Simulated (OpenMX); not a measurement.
The system is SiO.

```
Si O
1.0
     2.80697    0.00000    0.00000
     0.00000    2.80697    0.00000
     0.00000    0.00000    2.80697
Si O
1 1
Direct
  0.00000 0.00000 0.00000
  0.50000 0.50000 0.50000
```

The cell was built by a generator and needn't be a form met in nature.

Base run:

| Quantity | Value |
| --- | --- |
| Program | OpenMX 3.8.5 |
| Functional | PBE |
| Potentials or basis | OpenMX 2013 PBE set, Si7.0-s2p1d1, O6.0-s2p2, grid cutoff 400 Ry |
| k mesh | 7 × 7 × 7 |
| Occupations | fermi-dirac, width 0.05 eV |
| Spin | no spin polarisation |

Its results: pressure 2.9 GPa.

Question: The run is repeated on the same cell with these changes: potentials or basis from OpenMX 2013 PBE set, Si7.0-s2p1d1, O6.0-s2p2, grid cutoff 400 Ry to OpenMX 2013 PBE set, Si7.0-s2p2d1, O6.0-s2p2d1, grid cutoff 400 Ry. What comes out?

Answer: Pressure 0.0 GPa.

Caveats: the basis of atomic orbitals isn't converged, which shifts pressures, moduli and gaps.
